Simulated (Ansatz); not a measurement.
# C4H2F2Hf: basis-set convergence

An exercise on one series of results from a longer session: the logs are not shown, and one member is left open.

Method: one geometry, several basis sets; program: Ansatz 0.2.0, Gaussian basis.

Levels to be run: PBE0-D4/def2-SVP; ωB97M-V/def2-SVP; PBE0-D4/def2-QZVPP; ωB97M-V/def2-QZVPP; the functionals' def2-TZVPP values are taken from earlier runs.

2 further runs of the same task are left out: 2 for a known fault of the program.

### The geometry

An earlier PBE0-D4 in a triple-zeta def2 set relaxation fixed the geometry. Hf takes the def2 core potential; no spin-orbit term is included.

SMILES `C#[C][Hf]([F])([F])[C]#C`, 9 atoms, charge 0, spin multiplicity 1.

Atoms are counted from 1 here; the program's logs count them from 0.

Bond lengths: C1–C2 1.215 Å, C1–H8 1.067 Å, C2–Hf3 2.172 Å, Hf3–F4 1.891 Å, Hf3–F5 1.891 Å, Hf3–C6 2.172 Å, C6–C7 1.215 Å, C7–H9 1.067 Å. Angles: C2–C1–H8 179.9°, C1–C2–Hf3 179.4°, C2–Hf3–F4 109.4°, C2–Hf3–F5 109.4°, C2–Hf3–C6 109.3°, F4–Hf3–F5 110.1°, F4–Hf3–C6 109.4°, F5–Hf3–C6 109.4°, Hf3–C6–C7 179.4°, C6–C7–H9 179.9°.

Set-up of the first run:

in.yaml reads:

```yaml
crystal:
  periodic: [false, false, false]
  atoms:
    - {symbol: C, position_ang: [-0.265054, -2.688897, -1.060407]}
    - {symbol: C, position_ang: [-0.497384, -1.637613, -0.498395]}
    - {symbol: Hf, position_ang: [-0.893013, 0.249709, 0.500258]}
    - {symbol: F, position_ang: [-1.234426, -0.069797, 2.332511]}
    - {symbol: F, position_ang: [-2.388282, 1.082853, -0.303382]}
    - {symbol: C, position_ang: [0.841879, 1.541256, 0.305634]}
    - {symbol: C, position_ang: [1.818034, 2.254630, 0.190508]}
    - {symbol: H, position_ang: [-0.058768, -3.612173, -1.554868]}
    - {symbol: H, position_ang: [2.677024, 2.880043, 0.088140]}
basis:
  gaussian: {orbitals: def2-SVP}
hamiltonian: {xc: pbe0, dispersion: d4}
output: {orbitals: {seedname: orbitals}}
```

The run is started by

```sh
$ ansatz run in.yaml --threads 8 --pin off --events-out ev --progress --plain --max-ram 18278MiB
```

Steps of the session up to this table: PBE0-D4 in def2-SVP; ωB97M-V in def2-SVP; PBE0-D4 in def2-QZVPP; ωB97M-V in def2-QZVPP.

One of the session's tables, all rows but one given; the rest of the session is left out.

It belongs to the step «Density functionals: the series». 

| functional | basis | HOMO (eV) | LUMO (eV) |
| --- | --- | --- | --- |
| PBE0-D4 | def2-SVP | -8.43 | -2.22 |
| PBE0-D4 | def2-TZVPP | -8.46 | -2.25 |
| PBE0-D4 | def2-QZVPP | -8.47 | -2.27 |
| ωB97M-V | def2-SVP | -10.63 | -0.19 |
| ωB97M-V | def2-TZVPP | -10.66 | -0.24 |
| ωB97M-V | def2-QZVPP | ? | ? |

Estimate the missing values for ωB97M-V, def2-QZVPP.

**Answer.** HOMO (eV): -10.68; LUMO (eV): -0.28. In the column «HOMO (eV)» it is the lowest.
